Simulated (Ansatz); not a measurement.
# ClGeH₂O, SMILES [O][GeH2][Cl]: harmonic frequencies at the relaxed geometry

Computed with Ansatz's Python interface.

Contents of `clgeh2o.xyz`:
```text
5

O    -0.30620   -0.59030    1.67510
Ge    0.08330   -0.07650   -0.00560
Cl   -1.40340    1.33650   -0.78010
H     0.18430   -1.32190   -0.91240
H     1.49190    0.57860   -0.01850
```

`clgeh2o.py`:
```python
"""Harmonic frequencies of ClGeH2O at its relaxed geometry."""

import itertools
import warnings

import ansatz as az
from ase import Atoms
from ase.data import atomic_numbers, covalent_radii
from ase.thermochemistry import IdealGasThermo
import numpy as np

warnings.simplefilter("ignore", az.DeckWarning)

system = az.Crystal.molecule_from_extxyz("clgeh2o.xyz")

model = (
    system.calculation()
    .basis(gaussian="def2-SVP")
    .functional("pbe0")
    .spin("collinear", total=1)
)
symbols = [site.symbol for site in system.cartesian_sites]
start = np.array([site.position_ang for site in system.cartesian_sites], dtype=float)
r = model.relax(force_tolerance=0.003, max_steps=100).run(threads=1).report
end = np.array(r["positions_ang"])

# pairs closer than 1.2 times the sum of covalent radii, before or after
radius = [covalent_radii[atomic_numbers[s]] for s in symbols]
span = lambda where, i, j: np.linalg.norm(where[i] - where[j])
bonded = [(i, j) for i, j in itertools.combinations(range(len(symbols)), 2) if min(span(start, i, j), span(end, i, j)) < 1.2 * (radius[i] + radius[j])]
print("pair        before    after (A)")
for i, j in bonded:
    print(f"{symbols[i]}{i}-{symbols[j]}{j}".ljust(10), f"{span(start, i, j):8.4f} {span(end, i, j):8.4f}")

# same settings at the minimum
minimum = az.Crystal.molecule()
for symbol, place in zip(symbols, end):
    minimum = minimum.atom(symbol, place.tolist())
vibrating = (
    minimum.calculation()
    .basis(gaussian="def2-SVP")
    .functional("pbe0")
    .spin("collinear", total=1)
    .phonons(temperatures=(100, 500, 100))
)
vib = vibrating.run(threads=1).report["vibrations"]
sums = vib["harmonic_sums"]
modes = [m["omega_inv_cm"] for m in sums["modes_at_gamma"] if m["rigid_motion"] == "no"]
print("frequencies (1/cm):", " ".join(f"{w:.0f}" for w in modes))
print("imaginary modes:", sum(w < 0 for w in modes), " zero-point energy:", round(sums["zero_point_energy_ev"], 4), "eV")
# rigid rotor and ideal gas, symmetry number taken as one
gas = IdealGasThermo(vib_energies=[w / 8065.544 for w in modes if w > 0], geometry="linear" if len(modes) == 3 * len(symbols) - 5 else "nonlinear",
                     atoms=Atoms(symbols, positions=end), symmetrynumber=1, spin=0.5)
print(f"H(298 K) - E = {gas.get_enthalpy(298.15, verbose=False):.4f} eV")
print(f"S(298 K, 1 bar) = {96485.33 * gas.get_entropy(298.15, 1e5, verbose=False):.1f} J/(mol K) with symmetry number 1")
```

Running `python clgeh2o.py` prints:
```text
pair        before    after (A)
O0-Ge1       1.8001   1.7843
Ge1-Cl2      2.1924   2.1543
Ge1-H3       1.5439   1.5327
Ge1-H4       1.5535   1.5327
frequencies (1/cm): 194 377 433 587 694 775 820 2183 2195
imaginary modes: 0  zero-point energy: 0.512 eV
H(298 K) - E = 0.6589 eV
S(298 K, 1 bar) = 302.8 J/(mol K) with symmetry number 1
```

What to keep in mind:
- The frequencies are harmonic and unscaled, in a modest basis. The result belongs to the one conformer reached from this start, and soft torsions count as harmonic oscillators.
- The species is open-shell (spin multiplicity 2).
- The entropy takes a symmetry number of 1; a symmetric molecule's is lower by R ln(sigma).
- Run time: 110 s on 1 thread of Arm Neoverse V2, with other jobs on the host, peak memory 0.35 GiB.

(Lines on the test bed's own set-up are left out of the output.)
